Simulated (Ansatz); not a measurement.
# CH5AlOSi: how energies converge with the basis set

One table from this session's results is given with a row withheld; the runs are named, their logs left out.

Method: one geometry, several basis sets; program: Ansatz 0.2.0, Gaussian basis.

Levels to be run: PBE0-D4/def2-SVP; ωB97M-V/def2-SVP; PBE0-D4/def2-QZVPP; ωB97M-V/def2-QZVPP; the functionals' def2-TZVPP values are taken from earlier runs.

### The geometry

An earlier PBE0-D4 in a triple-zeta def2 set relaxation fixed the geometry.

SMILES `C[SiH]1[O][AlH]1`, 9 atoms, charge 0, spin multiplicity 1.

Atoms are counted from 1 here; the program's logs count them from 0.

Bond lengths: C1–Si2 1.864 Å, C1–H5 1.093 Å, C1–H6 1.091 Å, C1–H7 1.095 Å, Si2–O3 1.685 Å, Si2–Al4 2.278 Å, Si2–H8 1.493 Å, O3–Al4 1.744 Å, Al4–H9 1.581 Å. Angles: Si2–C1–H5 110.2°, Si2–C1–H6 112.0°, Si2–C1–H7 109.5°, H5–C1–H6 108.6°, H5–C1–H7 107.8°, H6–C1–H7 108.6°, C1–Si2–O3 115.4°, C1–Si2–Al4 128.4°, C1–Si2–H8 107.8°, O3–Si2–Al4 49.5°, O3–Si2–H8 113.4°, Al4–Si2–H8 123.6°, Si2–O3–Al4 83.3°, Si2–Al4–O3 47.3°, Si2–Al4–H9 175.4°, O3–Al4–H9 128.1°.

Set-up of the first run:

in.yaml reads:

```yaml
crystal:
  periodic: [false, false, false]
  atoms:
    - {symbol: C, position_ang: [-0.204247, 0.732054, -1.336568]}
    - {symbol: Si, position_ang: [0.042499, -0.628878, -0.087342]}
    - {symbol: O, position_ang: [1.159026, -0.299532, 1.130744]}
    - {symbol: Al, position_ang: [-0.217777, -0.539239, 2.174190]}
    - {symbol: H, position_ang: [-1.020080, 0.475475, -2.017930]}
    - {symbol: H, position_ang: [-0.435290, 1.686491, -0.861656]}
    - {symbol: H, position_ang: [0.705931, 0.850498, -1.933284]}
    - {symbol: H, position_ang: [0.336186, -1.886517, -0.836066]}
    - {symbol: H, position_ang: [-0.277946, -0.436453, 3.750913]}
basis:
  gaussian: {orbitals: def2-SVP}
hamiltonian: {xc: pbe0, dispersion: d4}
output: {orbitals: {seedname: orbitals}}
```

Started as:

```sh
> ansatz run in.yaml --threads 2 --pin off --events-out ev --progress --plain --max-ram 4352MiB
```

Steps of the session up to this table: PBE0-D4 in def2-SVP; ωB97M-V in def2-SVP; PBE0-D4 in def2-QZVPP; ωB97M-V in def2-QZVPP.

One table of the session follows, with a row left open; its other results are not shown here.

It belongs to the step «Functionals by basis». 

| functional | basis | HOMO (eV) |
| --- | --- | --- |
| PBE0-D4 | def2-SVP | -6.05 |
| PBE0-D4 | def2-TZVPP | -6.05 |
| PBE0-D4 | def2-QZVPP | -6.08 |
| ωB97M-V | def2-SVP | -7.99 |
| ωB97M-V | def2-TZVPP | ? |
| ωB97M-V | def2-QZVPP | -8.05 |

Q: Estimate the row for ωB97M-V, def2-TZVPP from the others.

As computed: HOMO (eV): -8.02. In the column «HOMO (eV)» it lies between ωB97M-V, def2-QZVPP (-8.05) and ωB97M-V, def2-SVP (-7.99).
